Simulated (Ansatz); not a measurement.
# C3H9GaSSiSn: small, medium and large basis sets

How large a basis does C3H9GaSSiSn need? Two functionals are run in growing sets.

Computed with Ansatz 0.2.0, Gaussian basis. Level: one geometry, several basis sets.

The runs, in order: PBE0-D4/def2-SVP; ωB97M-V/def2-SVP; PBE0-D4/def2-QZVPP; ωB97M-V/def2-QZVPP; the functionals' def2-TZVPP values are taken from earlier runs.

1 further run of the same task is left out (for a known fault of the program).

## 1. The geometry

All runs share one geometry, relaxed beforehand with PBE0-D4 in a triple-zeta def2 set. Sn takes the def2 core potential; no spin-orbit term is included.

SMILES `C#C[S][SnH]([GaH2])[CH2][SiH3]`, 16 atoms, charge 0, spin multiplicity 1.

Atoms are counted from 1 here; the program's logs count them from 0.

Bond lengths: C1–C2 1.207 Å, C1–H8 1.064 Å, C2–S3 1.677 Å, S3–Sn4 2.450 Å, Sn4–Ga5 2.634 Å, Sn4–C6 2.179 Å, Sn4–H9 1.710 Å, Ga5–H10 1.567 Å, Ga5–H11 1.566 Å, C6–Si7 1.847 Å, C6–H12 1.091 Å, C6–H13 1.092 Å, Si7–H14 1.486 Å, Si7–H15 1.535 Å, Si7–H16 1.484 Å. Angles: C2–C1–H8 179.3°, C1–C2–S3 178.7°, C2–S3–Sn4 96.1°, S3–Sn4–Ga5 111.6°, S3–Sn4–C6 103.4°, S3–Sn4–H9 105.0°, Ga5–Sn4–C6 98.0°, Ga5–Sn4–H9 126.7°, C6–Sn4–H9 109.8°, Sn4–Ga5–H10 119.1°, Sn4–Ga5–H11 117.9°, H10–Ga5–H11 122.7°, Sn4–C6–Si7 105.3°, Sn4–C6–H12 111.6°, Sn4–C6–H13 106.2°, Si7–C6–H12 112.5°, Si7–C6–H13 112.4°, H12–C6–H13 108.7° and more.

## 2. PBE0-D4 in def2-SVP

Input file in.yaml:

```yaml
crystal:
  periodic: [false, false, false]
  atoms:
    - {symbol: C, position_ang: [-2.517425, 1.810735, 2.576280]}
    - {symbol: C, position_ang: [-1.532770, 2.137663, 1.959681]}
    - {symbol: S, position_ang: [-0.150819, 2.607353, 1.134491]}
    - {symbol: Sn, position_ang: [-0.340200, 0.945157, -0.655646]}
    - {symbol: Ga, position_ang: [1.957782, 0.581302, -1.890008]}
    - {symbol: C, position_ang: [-0.410035, -0.948644, 0.419968]}
    - {symbol: Si, position_ang: [0.816601, -2.037168, -0.429389]}
    - {symbol: H, position_ang: [-3.388349, 1.535432, 3.121441]}
    - {symbol: H, position_ang: [-1.854665, 1.253403, -1.386640]}
    - {symbol: H, position_ang: [1.959701, -0.038873, -3.329436]}
    - {symbol: H, position_ang: [3.253259, 1.132186, -1.203615]}
    - {symbol: H, position_ang: [-1.414590, -1.373819, 0.420454]}
    - {symbol: H, position_ang: [-0.124554, -0.724448, 1.450249]}
    - {symbol: H, position_ang: [1.433578, -3.132428, 0.363295]}
    - {symbol: H, position_ang: [2.020085, -1.177391, -0.839664]}
    - {symbol: H, position_ang: [0.292431, -2.570462, -1.711453]}
basis:
  gaussian: {orbitals: def2-SVP}
hamiltonian: {xc: pbe0, dispersion: d4}
output: {orbitals: {seedname: orbitals}}
```

Launch:

```sh
> ansatz run in.yaml --threads 2 --pin off --events-out ev --progress --plain --max-ram 22528MiB --backend cpu
```

Further steps of the session: ωB97M-V in def2-SVP; PBE0-D4 in def2-QZVPP; ωB97M-V in def2-QZVPP.

Before running them: what should the planned runs give, taken together? Wanted: PBE0-D4: double and triple zeta above quadruple; ωB97M-V: double and triple zeta above quadruple.

As calculated:

```
                                       quantity           value
PBE0-D4: double and triple zeta above quadruple  19.15, 2.01 eV
ωB97M-V: double and triple zeta above quadruple  19.24, 1.93 eV
```

What this shows: PBE0-D4 gains 17.14 eV from double to triple zeta, then 2.01 eV more. Total energies overstate the basis error of differences, where much of it tends to cancel.
